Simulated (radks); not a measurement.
# P⁺ in [Ne] 3s2 3p2: an all-electron calculation

The task here is to estimate one member of a computed series from the others.

Method: Dirac Kohn-Sham, BLYP, spin-unpolarised, spherical densities, finite nucleus; open shells fill j = l - 1/2 first. Code: radks (a radial shooting solver on a logarithmic mesh, Libxc functionals) version 1.

## Starting point

```
element            : phosphorus (Z = 15)
charge             : +1
electrons          : 14
configuration      : [Ne] 3s2 3p2
nuclear rms radius : 3.1889 fm
```

The first run:

Settings of this run:

```text
Z 15
configuration [Ne] 3s2 3p2 4s0 3d0
relativity Dirac
functional b88,lyp
spin unpolarised
j_filling energy
nucleus finite rms 3.1889 fm
c 137.035999084
```

On the command line:

```sh
python run_ks.py task.json out
```

All runs below come from this command, one after another.

One of the session's tables, all rows but one given; the rest of the session is left out.

It belongs to the step «Orbitals and density». Sizes of the orbitals, from the radial functions (bohr):

| level | <r> | outermost maximum (interpolated) | 90 % within | nodes |
| --- | --- | --- | --- | --- |
| 1s1/2 | 0.1036 | 0.0676 | 0.185 | 0 |
| 2s1/2 | ? | ? | ? | ? |
| 2p1/2 | 0.4836 | 0.352 | 0.810 | 0 |
| 2p3/2 | 0.4859 | 0.354 | 0.813 | 0 |
| 3s1/2 | 1.817 | 1.54 | 2.74 | 2 |
| 3p1/2 | 2.139 | 1.74 | 3.32 | 1 |
| 3p3/2 | 2.146 | 1.75 | 3.33 | 1 |

Estimate the missing values for 2s1/2.

The run gave: <r>: 0.5200; outermost maximum (interpolated): 0.419; 90 % within: 0.818; nodes: 1. In the column «<r>» it lies between 2p3/2 (0.4859) and 3s1/2 (1.817).

Limits of these values: Spin polarisation and multiplet splitting are left out.
